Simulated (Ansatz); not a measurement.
# Br− with PH3: interaction against distance, part 3 of 3

Ansatz 0.2.0, Gaussian basis. The steps go on from the part before.

## (12) B moved by +1.25 Å, wB97M-V/def2-TZVPPD

Contents of ab/in.yaml:

```yaml
crystal:
  periodic: [false, false, false]
  atoms:
    - {symbol: Br, position_ang: [0.118084, -0.372636, -2.909541]}
    - {symbol: P, position_ang: [-0.615154, 0.294439, 2.163275]}
    - {symbol: H, position_ang: [0.285063, -0.719923, 2.590677]}
    - {symbol: H, position_ang: [0.352655, 1.322377, 2.332701]}
    - {symbol: H, position_ang: [-0.341197, 0.108190, 0.761155]}
basis:
  gaussian: {orbitals: "def2-TZVPPD.json"}
total_charge: -1
hamiltonian: {xc: {name: wB97M-V}}
```

Contents of a/in.yaml:

```yaml
crystal:
  periodic: [false, false, false]
  atoms:
    - {symbol: Br, position_ang: [0.118084, -0.372636, -2.909541]}
basis:
  gaussian:
    orbitals: "def2-TZVPPD.json"
    ghost_atoms:
      - {symbol: P, position_ang: [-0.615154, 0.294439, 2.163275]}
      - {symbol: H, position_ang: [0.285063, -0.719923, 2.590677]}
      - {symbol: H, position_ang: [0.352655, 1.322377, 2.332701]}
      - {symbol: H, position_ang: [-0.341197, 0.108190, 0.761155]}
total_charge: -1
hamiltonian: {xc: {name: wB97M-V}}
```

Contents of b/in.yaml:

```yaml
crystal:
  periodic: [false, false, false]
  atoms:
    - {symbol: P, position_ang: [-0.615154, 0.294439, 2.163275]}
    - {symbol: H, position_ang: [0.285063, -0.719923, 2.590677]}
    - {symbol: H, position_ang: [0.352655, 1.322377, 2.332701]}
    - {symbol: H, position_ang: [-0.341197, 0.108190, 0.761155]}
basis:
  gaussian:
    orbitals: "def2-TZVPPD.json"
    ghost_atoms:
      - {symbol: Br, position_ang: [0.118084, -0.372636, -2.909541]}
hamiltonian: {xc: {name: wB97M-V}}
```

Each run has its own folder and the same command.

Launch:

```sh
$ ansatz run in.yaml --threads 2 --pin off --events-out ev --progress --plain --max-ram 5222MiB
```

Output in ab, cut to the lines that bear on the results:

```text
Functional definition: wB97M-V
  name "wB97M-V"
  cite "Mardirossian & Head-Gordon, J. Chem. Phys. 144, 214110 (2016) doi:10.1063/1.4952647"
  cite "Becke, J. Chem. Phys. 107, 8554 (1997) doi:10.1063/1.475007"
  cite "Vydrov & Van Voorhis, J. Chem. Phys. 133, 244103 (2010) doi:10.1063/1.3521275"
  # Of w^i u^j: cxij and so on, Table III.
[...]
  gx(w, u) = 1 - cx + cx01*u + cx10*w
[...]
      + integral(e_c_pw_mod_opposite_spin*gos(b97_w_opposite, b97_u_opposite)) + vv10(b, c)
951 factors; their error is unknown
225 factors; integrals over basis functions are off by at most 6.0e-5 eV
[...]
mean field -79381.45824365 eV, -2917.2147837692 hartree, gradient 7.7e-5 eV, S^2 0.000000; 0 other end points of the search recorded, 0 dependent functions left out
reference -79381.45830319 eV, -2917.2147859573 hartree; 27, 27 occupied and 129, 129 virtual orbitals, 951 factors
Total energy: -79381.45830319 eV, -2917.2147859573 hartree
```

Log of a, cut to the lines that bear on the results:

```text
[... 5 set-up lines as earlier in the session ...]
  # Of w^i u^j: cxij and so on, Table III.
[...]
  gx(w, u) = 1 - cx + cx01*u + cx10*w
[...]
      + integral(e_c_pw_mod_opposite_spin*gos(b97_w_opposite, b97_u_opposite)) + vv10(b, c)
916 factors; their error is unknown
215 factors; integrals over basis functions are off by at most 6.1e-5 eV
[...]
mean field -70044.68383239 eV, -2574.0946528482 hartree, gradient 3.5e-5 eV, S^2 0.000000; 0 other end points of the search recorded, 0 dependent functions left out
reference -70044.68389273 eV, -2574.0946550659 hartree; 18, 18 occupied and 138, 138 virtual orbitals, 916 factors
Total energy: -70044.68389273 eV, -2574.0946550659 hartree
```

b printed, cut to the lines that bear on the results:

```text
[... 5 set-up lines as earlier in the session ...]
  # Of w^i u^j: cxij and so on, Table III.
[...]
  gx(w, u) = 1 - cx + cx01*u + cx10*w
[...]
      + integral(e_c_pw_mod_opposite_spin*gos(b97_w_opposite, b97_u_opposite)) + vv10(b, c)
916 factors; their error is unknown
209 factors; integrals over basis functions are off by at most 7.3e-5 eV
[...]
mean field -9336.65150817 eV, -343.1156143155 hartree, gradient 3.7e-5 eV, S^2 0.000000; 0 other end points of the search recorded, 0 dependent functions left out
reference -9336.65155166 eV, -343.1156159137 hartree; 9, 9 occupied and 147, 147 virtual orbitals, 916 factors
Total energy: -9336.65155166 eV, -343.1156159137 hartree
```

Times: 6.5 s (ab), 5.5 s (a), 4 s (b) on 2 threads of Arm Neoverse V1, shared host; peak memory 0.4 GiB.

This point gives -11.85 kJ/mol.

## (13) B moved by +1.25 Å, CCSD(T)/def2-TZVPPD

Each input of step 12 (ab, a, b) changes in the same lines:

```diff
-hamiltonian: {xc: {name: wB97M-V}}
+correlation: {method: ccsd_t}
```

Each run has its own folder and the same command.

Launch:

```sh
$ ansatz run in.yaml --threads 2 --pin off --events-out ev --progress --plain --max-ram 5222MiB
```

Log of ab, cut to the lines that bear on the results:

```text
[... 4 set-up lines as earlier in the session ...]
[...]
900 factors; integrals over basis functions are off by at most 1.1e-3 eV
[...]
mean field -79320.49238491 eV, -2914.9743297847 hartree, gradient 7.9e-6 eV, S^2 0.000000; 0 other end points of the search recorded, 0 dependent functions left out
14 core orbitals not correlated: weight in the atoms' cores, before any rotation towards them, 1.000 or more for the frozen orbitals, at most 0.000 for the correlated occupied ones
reference -79320.49238491 eV, -2914.9743297847 hartree; 13, 13 occupied and 129, 129 virtual orbitals, 900 factors
second order -12.43084581 eV of doubles, -0.00000000 eV of singles
cycle   1  -12.97474094 eV  change   -5.4e-1 eV  update   7.2e-2
[...]
cycle   9  -13.35162093 eV  change   -2.8e-5 eV  update   2.0e-5
perturbative correction -0.44706620 eV, -0.0164293797 hartree
Total energy: -79334.29107204 eV, -2915.4814221835 hartree
```

Log of a, cut to the lines that bear on the results:

```text
[... 4 set-up lines as earlier in the session ...]
[...]
899 factors; integrals over basis functions are off by at most 1.2e-3 eV
[...]
mean field -70000.93787836 eV, -2572.4870186899 hartree, gradient 7.3e-6 eV, S^2 0.000000; 0 other end points of the search recorded, 0 dependent functions left out
9 core orbitals not correlated: weight in the atoms' cores, before any rotation towards them, 1.000 or more for the frozen orbitals, at most 0.000 for the correlated occupied ones
reference -70000.93787836 eV, -2572.4870186899 hartree; 9, 9 occupied and 138, 138 virtual orbitals, 899 factors
second order -7.74706941 eV of doubles, -0.00000000 eV of singles
cycle   1  -7.73783629 eV  change    9.2e-3 eV  update   4.2e-2
[...]
cycle   9  -7.89642872 eV  change   -4.7e-6 eV  update   7.2e-6
perturbative correction -0.25391576 eV, -0.0093312322 hartree
Total energy: -70009.08822284 eV, -2572.7865383250 hartree
```

Log of b, cut to the lines that bear on the results:

```text
[... 4 set-up lines as earlier in the session ...]
[...]
860 factors; integrals over basis functions are off by at most 1.1e-3 eV
[...]
mean field -9319.45515314 eV, -342.4836599244 hartree, gradient 2.5e-6 eV, S^2 0.000000; 1 other end points of the search recorded, 0 dependent functions left out
5 core orbitals not correlated: weight in the atoms' cores, before any rotation towards them, 1.000 or more for the frozen orbitals, at most 0.000 for the correlated occupied ones
reference -9319.45515314 eV, -342.4836599244 hartree; 4, 4 occupied and 147, 147 virtual orbitals, 860 factors
second order -4.65829943 eV of doubles, -0.00000000 eV of singles
cycle   1  -5.21763548 eV  change   -5.6e-1 eV  update   5.8e-2
[...]
cycle   9  -5.43663296 eV  change    2.0e-6 eV  update   7.0e-6
perturbative correction -0.18840508 eV, -0.0069237591 hartree
Total energy: -9325.08019119 eV, -342.6903762597 hartree
```

Times: 26 s (ab), 14 s (a), 7.5 s (b) on 2 threads of Arm Neoverse V1, shared host; peak memory 1 GiB.

Interaction: -11.83 kJ/mol.

## (14) B moved by +2.49 Å, wB97M-V/def2-TZVPPD

Contents of ab/in.yaml:

```yaml
crystal:
  periodic: [false, false, false]
  atoms:
    - {symbol: Br, position_ang: [0.118084, -0.372636, -2.909541]}
    - {symbol: P, position_ang: [-0.665267, 0.452551, 3.397817]}
    - {symbol: H, position_ang: [0.234951, -0.561811, 3.825219]}
    - {symbol: H, position_ang: [0.302542, 1.480488, 3.567242]}
    - {symbol: H, position_ang: [-0.391309, 0.266302, 1.995696]}
basis:
  gaussian: {orbitals: "def2-TZVPPD.json"}
total_charge: -1
hamiltonian: {xc: {name: wB97M-V}}
```

Contents of a/in.yaml:

```yaml
crystal:
  periodic: [false, false, false]
  atoms:
    - {symbol: Br, position_ang: [0.118084, -0.372636, -2.909541]}
basis:
  gaussian:
    orbitals: "def2-TZVPPD.json"
    ghost_atoms:
      - {symbol: P, position_ang: [-0.665267, 0.452551, 3.397817]}
      - {symbol: H, position_ang: [0.234951, -0.561811, 3.825219]}
      - {symbol: H, position_ang: [0.302542, 1.480488, 3.567242]}
      - {symbol: H, position_ang: [-0.391309, 0.266302, 1.995696]}
total_charge: -1
hamiltonian: {xc: {name: wB97M-V}}
```

Contents of b/in.yaml:

```yaml
crystal:
  periodic: [false, false, false]
  atoms:
    - {symbol: P, position_ang: [-0.665267, 0.452551, 3.397817]}
    - {symbol: H, position_ang: [0.234951, -0.561811, 3.825219]}
    - {symbol: H, position_ang: [0.302542, 1.480488, 3.567242]}
    - {symbol: H, position_ang: [-0.391309, 0.266302, 1.995696]}
basis:
  gaussian:
    orbitals: "def2-TZVPPD.json"
    ghost_atoms:
      - {symbol: Br, position_ang: [0.118084, -0.372636, -2.909541]}
hamiltonian: {xc: {name: wB97M-V}}
```

Each run has its own folder and the same command.

Launch:

```sh
$ ansatz run in.yaml --threads 2 --pin off --events-out ev --progress --plain --max-ram 5222MiB
```

Output in ab, cut to the lines that bear on the results:

```text
[... 5 set-up lines as earlier in the session ...]
  # Of w^i u^j: cxij and so on, Table III.
[...]
  gx(w, u) = 1 - cx + cx01*u + cx10*w
[...]
      + integral(e_c_pw_mod_opposite_spin*gos(b97_w_opposite, b97_u_opposite)) + vv10(b, c)
951 factors; their error is unknown
225 factors; integrals over basis functions are off by at most 6.4e-5 eV
[...]
mean field -79381.38907076 eV, -2917.2122417124 hartree, gradient 6.8e-5 eV, S^2 0.000000; 0 other end points of the search recorded, 0 dependent functions left out
reference -79381.38913176 eV, -2917.2122439540 hartree; 27, 27 occupied and 129, 129 virtual orbitals, 951 factors
Total energy: -79381.38913176 eV, -2917.2122439540 hartree
```

Log of a, cut to the lines that bear on the results:

```text
[... 5 set-up lines as earlier in the session ...]
  # Of w^i u^j: cxij and so on, Table III.
[...]
  gx(w, u) = 1 - cx + cx01*u + cx10*w
[...]
      + integral(e_c_pw_mod_opposite_spin*gos(b97_w_opposite, b97_u_opposite)) + vv10(b, c)
916 factors; their error is unknown
215 factors; integrals over basis functions are off by at most 6.4e-5 eV
[...]
mean field -70044.68335343 eV, -2574.0946352470 hartree, gradient 3.5e-5 eV, S^2 0.000000; 0 other end points of the search recorded, 0 dependent functions left out
reference -70044.68340827 eV, -2574.0946372621 hartree; 18, 18 occupied and 138, 138 virtual orbitals, 916 factors
Total energy: -70044.68340827 eV, -2574.0946372621 hartree
```

b printed, cut to the lines that bear on the results:

```text
[... 5 set-up lines as earlier in the session ...]
  # Of w^i u^j: cxij and so on, Table III.
[...]
  gx(w, u) = 1 - cx + cx01*u + cx10*w
[...]
      + integral(e_c_pw_mod_opposite_spin*gos(b97_w_opposite, b97_u_opposite)) + vv10(b, c)
916 factors; their error is unknown
209 factors; integrals over basis functions are off by at most 8.2e-5 eV
[...]
mean field -9336.65075924 eV, -343.1155867927 hartree, gradient 3.8e-5 eV, S^2 0.000000; 0 other end points of the search recorded, 0 dependent functions left out
reference -9336.65079926 eV, -343.1155882635 hartree; 9, 9 occupied and 147, 147 virtual orbitals, 916 factors
Total energy: -9336.65079926 eV, -343.1155882635 hartree
```

Times: 7.5 s (ab), 4.2 s (a), 3.7 s (b) on 2 threads of Arm Neoverse V1, shared host.

ab − a − b = -5.30 kJ/mol.

## (15) B moved by +2.49 Å, CCSD(T)/def2-TZVPPD

The same edit goes into each in.yaml of step 14 (ab, a, b):

```diff
-hamiltonian: {xc: {name: wB97M-V}}
+correlation: {method: ccsd_t}
```

One command serves all of them, each in its own folder.

Launch:

```sh
$ ansatz run in.yaml --threads 2 --pin off --events-out ev --progress --plain --max-ram 5222MiB
```

ab printed, cut to the lines that bear on the results:

```text
[... 4 set-up lines as earlier in the session ...]
[...]
899 factors; integrals over basis functions are off by at most 1.2e-3 eV
[...]
mean field -79320.44373862 eV, -2914.9725420665 hartree, gradient 6.4e-6 eV, S^2 0.000000; 0 other end points of the search recorded, 0 dependent functions left out
14 core orbitals not correlated: weight in the atoms' cores, before any rotation towards them, 1.000 or more for the frozen orbitals, at most 0.000 for the correlated occupied ones
reference -79320.44373862 eV, -2914.9725420665 hartree; 13, 13 occupied and 129, 129 virtual orbitals, 899 factors
second order -12.40335599 eV of doubles, -0.00000000 eV of singles
cycle   1  -12.95231885 eV  change   -5.5e-1 eV  update   7.2e-2
[...]
cycle   9  -13.32946572 eV  change   -2.4e-5 eV  update   2.3e-5
perturbative correction -0.44243093 eV, -0.0162590368 hartree
Total energy: -79334.21563528 eV, -2915.4786499336 hartree
```

Log of a, cut to the lines that bear on the results:

```text
[... 4 set-up lines as earlier in the session ...]
[...]
898 factors; integrals over basis functions are off by at most 1.2e-3 eV
[...]
mean field -70000.93737649 eV, -2572.4870002464 hartree, gradient 8.1e-6 eV, S^2 0.000000; 0 other end points of the search recorded, 0 dependent functions left out
9 core orbitals not correlated: weight in the atoms' cores, before any rotation towards them, 1.000 or more for the frozen orbitals, at most 0.000 for the correlated occupied ones
reference -70000.93737649 eV, -2572.4870002464 hartree; 9, 9 occupied and 138, 138 virtual orbitals, 898 factors
second order -7.74114178 eV of doubles, -0.00000000 eV of singles
cycle   1  -7.73252903 eV  change    8.6e-3 eV  update   4.2e-2
[...]
cycle   9  -7.89099831 eV  change   -4.3e-6 eV  update   7.4e-6
perturbative correction -0.25298623 eV, -0.0092970725 hartree
Total energy: -70009.08136102 eV, -2572.7862861579 hartree
```

Output in b, cut to the lines that bear on the results:

```text
[... 4 set-up lines as earlier in the session ...]
[...]
859 factors; integrals over basis functions are off by at most 1.2e-3 eV
[...]
mean field -9319.45475630 eV, -342.4836453407 hartree, gradient 2.7e-6 eV, S^2 0.000000; 1 other end points of the search recorded, 0 dependent functions left out
5 core orbitals not correlated: weight in the atoms' cores, before any rotation towards them, 1.000 or more for the frozen orbitals, at most 0.000 for the correlated occupied ones
reference -9319.45475630 eV, -342.4836453407 hartree; 4, 4 occupied and 147, 147 virtual orbitals, 859 factors
second order -4.65718670 eV of doubles, -0.00000000 eV of singles
cycle   1  -5.21664956 eV  change   -5.6e-1 eV  update   5.8e-2
[...]
cycle   9  -5.43565382 eV  change    1.7e-6 eV  update   5.8e-6
perturbative correction -0.18829049 eV, -0.0069195480 hartree
Total energy: -9325.07870061 eV, -342.6903214821 hartree
```

They took 27 s (ab), 15 s (a), 9.5 s (b) on 2 threads of Arm Neoverse V1, shared host; peak memory 1 GiB.

Interaction: -5.36 kJ/mol.

## (16) The curves

```
shift (Å)  Br1–H5 (Å)  PBE-D4  r2SCAN-D4  PBE0-D4  B3LYP-D4  wB97M-V  Hartree-Fock     MP2    CCSD  CCSD(T)
    -0.25        2.24  -28.53     -23.36   -24.49    -19.67   -15.29          7.32  -15.73   -9.64   -13.04
    -0.12        2.37  -30.34     -25.75   -26.87    -22.91   -19.33         -0.60  -19.46  -14.54   -17.38
     0.00        2.49  -30.50     -26.45   -27.49    -24.22   -21.28         -5.76  -21.21  -17.23   -19.59
     0.12        2.61  -29.64     -26.06   -27.02    -24.28   -21.86         -9.00  -21.67  -18.43   -20.41
     0.30        2.79  -27.51     -24.47   -25.32    -23.12   -21.24        -11.37  -21.02  -18.57   -20.12
     0.62        3.11  -22.61     -20.31   -21.03    -19.41   -18.17        -12.15  -18.07  -16.57   -17.58
     1.25        3.73  -14.52     -13.07   -13.63    -12.53   -11.85         -9.59  -12.04  -11.38   -11.83
     2.49        4.97   -6.43      -5.81    -6.15     -5.79    -5.30         -4.98   -5.46   -5.25    -5.36
```

Energies in kJ/mol.

Miss and cost, level by level (times from a shared host):

```
      method  RMS deviation from CCSD(T) (kJ/mol)        mean time a point
      PBE-D4                                 9.36                    3.6 s
   r2SCAN-D4                                 5.96                    7.2 s
     PBE0-D4                                 6.80                      6 s
    B3LYP-D4                                 3.94                    5.9 s
     wB97M-V                                 1.39                     17 s
Hartree-Fock                                11.88  part of the CCSD(T) run
         MP2                                 1.45  part of the CCSD(T) run
        CCSD                                 2.02  part of the CCSD(T) run
     CCSD(T)                                    0                     51 s
```

For cost: wB97M-V comes within 1.39 kJ/mol at 17 s a point, where CCSD(T) needs 51 s.

## (17) Outcome

The summary covers parts 1 to 3.

```
                  quantity                                                                                                                   value
    deepest point, CCSD(T)                                                                                                -20.41 kJ/mol at +0.12 Å
   at the longest distance                                                                                                 -5.36 kJ/mol at +2.49 Å
           at the shortest                                                                                                -13.04 kJ/mol at -0.25 Å
RMS deviation from CCSD(T)  PBE-D4 9.36, r2SCAN-D4 5.96, PBE0-D4 6.80, B3LYP-D4 3.94, wB97M-V 1.39, Hartree-Fock 11.88, MP2 1.45, CCSD 2.02 kJ/mol
```

Of the points run, CCSD(T) in this basis is lowest 0.12 Å farther out than the PBE0-D4 geometry. At +2.49 Å, 26 % of the binding is left. wB97M-V follows best and Hartree-Fock worst.
